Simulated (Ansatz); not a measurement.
# MgCdF4: the band gap up the ladder of functionals

An exercise on one series of results from a longer session: the logs are not shown, and one member is left open.

Program: Ansatz 0.2.0. PAW datasets, plane waves. Simulation only: spin-unpolarised, and no claim that this is the phase found in nature.

### The system as given

The cell was relaxed beforehand with r2SCAN.

Space group P4/mmm (No. 123), tetragonal; a = 3.634 Å, c = 5.248 Å in the conventional setting, 11.55 Å³ an atom. Around Cd lie 8 F at 2.30 Å; around F lie 2 Mg at 2.19 Å and 2 Cd at 2.30 Å and 1 F at 2.43 Å; around Mg lie 8 F at 2.19 Å.

Structure file:

```cif
data_structure
_symmetry_space_group_name_H-M 'P4/mmm'
_symmetry_Int_Tables_number 123
_cell_length_a 3.6340
_cell_length_b 3.6340
_cell_length_c 5.2477
_cell_angle_alpha 90.000
_cell_angle_beta 90.000
_cell_angle_gamma 90.000
_cell_volume 69.30
loop_
_atom_site_label
_atom_site_type_symbol
_atom_site_symmetry_multiplicity
_atom_site_Wyckoff_symbol
_atom_site_fract_x
_atom_site_fract_y
_atom_site_fract_z
_atom_site_occupancy
Cd1 Cd 1 a 0.00000 0.00000 0.00000 1
F1 F 4 i 0.00000 0.50000 0.73157 1
Mg1 Mg 1 d 0.50000 0.50000 0.50000 1
```

The first run:

Contents of input.yaml:

```yaml
crystal:
  lattice:
    - [3.6340405502, 0.0, 0.0]
    - [0.0, 3.6340405502, 0.0]
    - [0.0, 0.0, 5.2477327222]
  atoms:
    - { symbol: Cd, position: [0.0, 0.0, 0.0] }
    - { symbol: F, position: [0.0, 0.5, 0.7315676082] }
    - { symbol: F, position: [0.0, 0.5, 0.2684323918] }
    - { symbol: Mg, position: [0.5, 0.5, 0.5] }
    - { symbol: F, position: [0.5, 0.0, 0.2684323918] }
    - { symbol: F, position: [0.5, 0.0, 0.7315676082] }
kpoints:
  mp_grid: { grid: [8, 8, 6] }
  band_path:
    path:
      - [[0.0, 0.0, 0.0], [1.270972428199e-51, 0.5, 3.384714228544e-35], [0.5, 0.5, -2.369529676779e-34], [0.0, 0.0, 0.0], [1.936258658237e-51, -2.149890619245e-52, 0.5], [1.554853754888e-50, 0.5, 0.5], [0.5, 0.5, 0.5], [1.936258658237e-51, -2.149890619245e-52, 0.5]]
      - [[1.270972428199e-51, 0.5, 3.384714228544e-35], [1.554853754888e-50, 0.5, 0.5]]
      - [[0.5, 0.5, -2.369529676779e-34], [0.5, 0.5, 0.5]]
    npoints: 10
hamiltonian:
  xc: pbe
scf:
  occupations: { method: fermi_dirac, width: 0.02 }
  n_extra_bands: 5
output:
  forces: true
  stress: true
  eigenvalues: true
```

Command:

```console
> ansatz run input.yaml --threads 4 --pin off --max-ram 6451MiB --backend cpu --events-out ev --progress --plain --runs-dir out
```

Among the steps run: PBE bands along the symmetry lines; Single point with r2SCAN; HSE06; Single point with PBE+SOC; PBE0.

One table of the session follows, with a row left open; its other results are not shown here.

| level | gap (eV) |
| --- | --- |
| PBE | 4.01 |
| r2SCAN | 4.73 |
| HSE06 | ? |
| PBE+SOC | 4.01 |
| PBE0 | 6.90 |

**Question.** Estimate the row for HSE06.

**Answer.** gap (eV): 6.14. In the column «gap (eV)» it lies between r2SCAN (4.73) and PBE0 (6.90).

Meshes: PBE 8×8×6, r2SCAN 8×8×6, HSE06 4×4×4, PBE+SOC 8×8×6, PBE0 4×4×4

In words: PBE+SOC gives the least gap, 4.01 eV, and PBE0 the largest, 6.90 eV. PBE reaches 65 % of the HSE06 value, and r2SCAN 77 %. PBE0 lies 0.76 eV above HSE06, which differs from it by screening the long-range exchange.

To keep in mind: Warnings in the runs' records: stress scf threshold loose, stress exchange threshold loose.
